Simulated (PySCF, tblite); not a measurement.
**C5H10GeN2O: geometry, infrared bands and NMR shifts**

Aim: predict the infrared bands and NMR shifts of C5H10GeN2O (`C#[C][Ge@@H]([NH2])[O]C/C=N\C`).

Programs: tblite 0.8.0 and PySCF 2.14.0, with density-fitted response routines of our own. Each step states its level of theory. These are calculated values for one molecule in the gas phase, unless marked as measured. Atoms count from 0, in the outputs and in this text.

## 1. The molecule as given

19 atoms, charge 0, multiplicity 1; geometry from: force field or distance geometry start.

Bonds of the start (Å): C0–C1 1.21, C1–Ge2 1.90, Ge2–N3 1.85, Ge2–O4 1.81, O4–C5 1.42, C5–C6 1.45, C6–N7 1.28, N7–C8 1.39, C0–H9 1.08, Ge2–H10 1.56, N3–H11 1.07, N3–H12 1.03, C5–H13 1.13, C5–H14 1.08, C6–H15 1.11, C8–H16 1.13, C8–H17 1.07, C8–H18 1.13.

## 2. Geometry optimisation with GFN2-xTB

The job: settings as JSON, then the geometry in Å.

```
{"job": {"kind": "relax", "xc": "GFN2-xTB", "basis": "xTB"}, "charge": 0, "multiplicity": 1}
C      2.748000     2.359600     0.585600
C      2.345700     1.296800     0.166100
Ge     1.750700    -0.399700    -0.440200
N      3.082200    -1.668600    -0.269000
O      0.257400    -0.876800     0.470300
C     -0.821300    -0.677200    -0.426400
C     -2.086600    -1.028200     0.191200
N     -2.997300    -0.206200     0.559400
C     -2.791200     1.153800     0.350900
H      3.096200     3.309000     0.959800
H      1.361000    -0.351700    -1.952300
H      2.584800    -2.599400    -0.108300
H      3.547300    -1.746100    -1.189800
H     -0.629200    -1.448600    -1.231400
H     -0.710700     0.295300    -0.890600
H     -2.300100    -2.097700     0.389900
H     -3.422600     1.711200     1.111700
H     -1.794700     1.553200     0.383100
H     -3.229100     1.430600    -0.652300
```

The run is started by

```sh
OMP_NUM_THREADS=1 python probes_run.py task.json out
```

This one command runs all jobs of the session in turn.

**Question.** This job is followed by: GFN2-xTB harmonic vibrations, gas phase; GIAO PBE0/pcSseg-1 NMR shielding, non-relativistic, gas phase. What will the session give for the following? strongest single infrared mode (GFN2-xTB); zero-point energy (GFN2-xTB); 13C shifts against TMS (PBE0/pcSseg-1); 1H shifts against TMS (PBE0/pcSseg-1, means over atoms taken as alike); 73Ge shifts against GeMe4 (PBE0/pcSseg-1); 15N shifts against NH3 (PBE0/pcSseg-1); 17O shifts against H2O (PBE0/pcSseg-1).

As calculated:

| quantity | value |
| --- | --- |
| strongest single infrared mode (GFN2-xTB) | 1777 cm⁻¹, 450 km/mol |
| zero-point energy (GFN2-xTB) | 86.4 kcal/mol |
| 13C shifts against TMS (PBE0/pcSseg-1) | 171.4, 100.7, 90.9, 68.7, 41.9 ppm |
| 1H shifts against TMS (PBE0/pcSseg-1, means over atoms taken as alike) | 8.40, 5.79, 5.02, 4.73, 3.54, 1.88, 0.25 ppm |
| 73Ge shifts against GeMe4 (PBE0/pcSseg-1) | -23 ppm |
| 15N shifts against NH3 (PBE0/pcSseg-1) | 374.7, 11.6 ppm |
| 17O shifts against H2O (PBE0/pcSseg-1) | 26.7 ppm |

Over 284 steps the energy fell by 0.973 eV; of the close pairs, N3–H11 changed most, 1.068 to 1.009 Å. All 51 modes are real, so the xTB geometry is a minimum. The strongest single mode, at 1777 cm⁻¹, moves mainly H10. Unscaled tight-binding wavenumbers are off by several per cent, some by more. Its intensities can rank the bands wrongly. At PBE0/pcSseg-1: Shielding is most anisotropic at N7 (span 752 ppm, paramagnetic term -434 ppm). Spin-orbit coupling is left out, which matters for shieldings and couplings at and beside the heavy atoms.
